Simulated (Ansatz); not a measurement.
**AlNH2F (SMILES [NH2][Al][F]): UPBE/STO-3G**

What is the electronic atomisation energy of AlNH2F at UPBE/STO-3G? 

Program for the calculation: Ansatz 0.2.0.

62 further runs of the same task are left out: 3 that didn't finish, 59 set aside as unsound or not needed.

## Step 1: The molecule

The species is AlNH2F (5 atoms), meant as a doublet with charge 0. SMILES: `[NH2][Al][F]`. Geometry: relaxed at PBE0-D4/def2-TZVP. This is one conformer, not always the lowest.

Bond lengths: N1–Al2 1.765 Å, Al2–F3 1.658 Å, N1–H4 1.007 Å, N1–H5 1.009 Å. Angles: N1–Al2–F3 117.4°, Al2–N1–H4 124.8°, Al2–N1–H5 124.2°, H4–N1–H5 111.0°.

## Step 2: A single-point energy at UPBE/STO-3G

Input file molecule.yaml:

```yaml
crystal:
  periodic: [false, false, false]
  atoms:
    - symbol: N
      position_ang: [-0.384700, 0.499000, -0.263800]
    - symbol: Al
      position_ang: [0.632000, -0.282800, 0.949500]
    - symbol: F
      position_ang: [1.228700, -1.786800, 0.590000]
    - symbol: H
      position_ang: [-0.804300, 1.408300, -0.162700]
    - symbol: H
      position_ang: [-0.621700, 0.088600, -1.154400]
basis:
  gaussian:
    orbitals: STO-3G
magnetization:
  spin_polarized: true
  initial_magnetization: 1
hamiltonian:
  xc: {name: PBE}
accuracy: high
```

Launch:

```sh
ansatz run molecule.yaml --threads 1 --pin off --max-ram 2610MiB --events-out events.jsonl --progress --plain --runs-dir runs
```

Log:

```text
Warning: RAYON_NUM_THREADS=1 ignored (pool sized by the plan → 1); use --threads N
Functional definition: PBE
  name "PBE"
  parameter kappa = 0.804
  parameter beta = 0.06672455060314922
  exchange = pbe_x(kappa = kappa, mu = beta*pi^2/3)
  correlation = pbe_c(beta = beta)
378 factors; integrals over basis functions are off by at most 3.4e-8 eV
mean field evaluation 1: about -10685.3282 eV, gradient 2.1e1 eV
mean field evaluation 2: about -10662.1980 eV, gradient 5.7e1 eV
mean field evaluation 4: about -10688.2017 eV, gradient 4.9e0 eV
mean field evaluation 8: about -10688.3593 eV, gradient 4.0e-2 eV
mean field evaluation 16: about -10688.3593 eV, gradient 2.6e-7 eV
mean field -10688.35931182 eV, -392.7899598791 hartree, gradient 3.8e-8 eV, S^2 0.752064; 0 other end points of the search recorded, 0 dependent functions left out
reference -10688.35931373 eV, -392.7899599494 hartree; 16, 15 occupied and 5, 6 virtual orbitals, 378 factors
Total energy: -10688.35931373 eV, -392.7899599494 hartree
```

Run time: 1.9 s. Hardware: 1 thread of Arm Neoverse V1, shared host; peak memory 0.13 GiB.

## Step 3: The Al atom

Input file job.yaml:

```yaml
crystal:
  periodic: [false, false, false]
  atoms:
    - {symbol: Al, position_ang: [0.000000, 0.000000, 0.000000]}
basis:
  gaussian: {orbitals: STO-3G}
hamiltonian: {xc: {name: PBE}}
accuracy: high
magnetization: {spin_polarized: true, initial_magnetization: 1}
```

Run the same way, it converges to -239.16604 Eh (log not shown).

## Step 4: The F atom, same level

Input file input.yaml:

```yaml
crystal:
  periodic: [false, false, false]
  atoms:
    - {symbol: F, position_ang: [0.000000, 0.000000, 0.000000]}
basis:
  gaussian:
    orbitals: STO-3G
magnetization:
  spin_polarized: true
  initial_magnetization: 1
hamiltonian:
  xc: pbe
accuracy: high
```

Launch:

```sh
ansatz run input.yaml --threads 1 --pin off --max-ram 2610MiB --events-out events.jsonl --progress --plain --runs-dir runs
```

Log (excerpt; [...] marks lines left out):

```text
Warning: RAYON_NUM_THREADS=1 ignored (pool sized by the plan → 1); use --threads N
[... 6 set-up lines as earlier in the session ...]
15 factors; integrals over basis functions are off by at most 1.2e-9 eV
mean field evaluation 1: about -2671.3014 eV, gradient 5.5e-12 eV
mean field evaluation 2: about -2671.3023 eV, gradient 3.7e-11 eV
mean field evaluation 4: about -2671.3022 eV, gradient 0.0e0 eV
mean field evaluation 8: about -2671.3022 eV, gradient 2.7e-2 eV
mean field evaluation 16: about -2671.3022 eV, gradient 2.3e-12 eV
mean field -2671.30230684 eV, -98.1685491027 hartree, gradient 1.4e-23 eV, S^2 0.750000; 5 other end points of the search recorded, 0 dependent functions left out
reference -2671.30230714 eV, -98.1685491137 hartree; 5, 4 occupied and 0, 1 virtual orbitals, 15 factors
Total energy: -2671.30230714 eV, -98.1685491137 hartree
```

Run time: 0.44 s. Hardware: 1 thread of Arm Neoverse V1, shared host.

## Step 5: The H atom

Input file molecule.yaml:

```yaml
crystal:
  periodic: [false, false, false]
  atoms:
    - {symbol: H, position_ang: [0.000000, 0.000000, 0.000000]}
basis:
  gaussian: {orbitals: STO-3G}
magnetization: {spin_polarized: true, initial_magnetization: 1}
hamiltonian: {xc: pbe}
accuracy: high
```

Launch:

```sh
ansatz run molecule.yaml --threads 1 --pin off --max-ram 2610MiB --events-out events.jsonl --progress --plain --runs-dir runs
```

Log (excerpt; [...] marks lines left out):

```text
Warning: RAYON_NUM_THREADS=1 ignored (pool sized by the plan → 1); use --threads N
[... 6 set-up lines as earlier in the session ...]
1 factors; integrals over basis functions are off by at most 4.6e-10 eV
mean field evaluation 1: about -12.6363 eV, gradient 0.0e0 eV
mean field evaluation 2: about -12.6363 eV, gradient 0.0e0 eV
mean field -12.63630448 eV, -0.4643756244 hartree, gradient 0.0e0 eV, S^2 0.750000; 0 other end points of the search recorded, 0 dependent functions left out
reference -12.63630558 eV, -0.4643756647 hartree; 1, 0 occupied and 0, 1 virtual orbitals, 1 factors
Total energy: -12.63630558 eV, -0.4643756647 hartree
```

Run time: 0.08 s. Hardware: 1 thread of Arm Neoverse V1, shared host.

## Step 6: The N atom, same level

Input file run.yaml:

```yaml
crystal:
  periodic: [false, false, false]
  atoms:
    - {symbol: "N", position_ang: [0.000000, 0.000000, 0.000000]}
basis:
  gaussian:
    orbitals: STO-3G
total_charge: 0
magnetization:
  spin_polarized: true
  initial_magnetization: 3
hamiltonian:
  xc: {name: PBE}
accuracy: high
```

Launch:

```sh
ansatz run run.yaml --threads 1 --pin off --max-ram 2610MiB --events-out events.jsonl --progress --plain --runs-dir runs
```

Log (excerpt; [...] marks lines left out):

```text
Warning: RAYON_NUM_THREADS=1 ignored (pool sized by the plan → 1); use --threads N
[... 6 set-up lines as earlier in the session ...]
15 factors; integrals over basis functions are off by at most 1.1e-9 eV
mean field evaluation 1: about -1464.3723 eV, gradient 5.8e-10 eV
mean field evaluation 2: about -1464.3726 eV, gradient 2.1e-9 eV
mean field -1464.37256364 eV, -53.8146991264 hartree, gradient 0.0e0 eV, S^2 3.750000; 0 other end points of the search recorded, 0 dependent functions left out
reference -1464.37256451 eV, -53.8146991582 hartree; 5, 2 occupied and 0, 3 virtual orbitals, 15 factors
Total energy: -1464.37256451 eV, -53.8146991582 hartree
```

Run time: 0.16 s. Hardware: 1 thread of Arm Neoverse V1, shared host.

## Step 7: Results

Level: UPBE/STO-3G.

| quantity | value |
| --- | --- |
| molecule: total energy | -392.78996 Eh |
| molecule: ⟨S²⟩ | 0.752 |
| Al atom: total energy | -239.16604 Eh |
| Al atom: ⟨S²⟩ | 0.750 |
| F atom: total energy | -98.16855 Eh |
| F atom: ⟨S²⟩ | 0.750 |
| H atom: total energy | -0.46438 Eh |
| H atom: ⟨S²⟩ | 0.750 |
| N atom: total energy | -53.81470 Eh |
| N atom: ⟨S²⟩ | 3.750 |
| electronic atomisation energy | 19.372 eV |

**Reading.** Taking the molecule apart into free atoms costs 19.37 eV (447 kcal/mol), before zero-point energy and without spin-orbit coupling. In a minimal basis such a difference can be off by several eV, whatever the method.
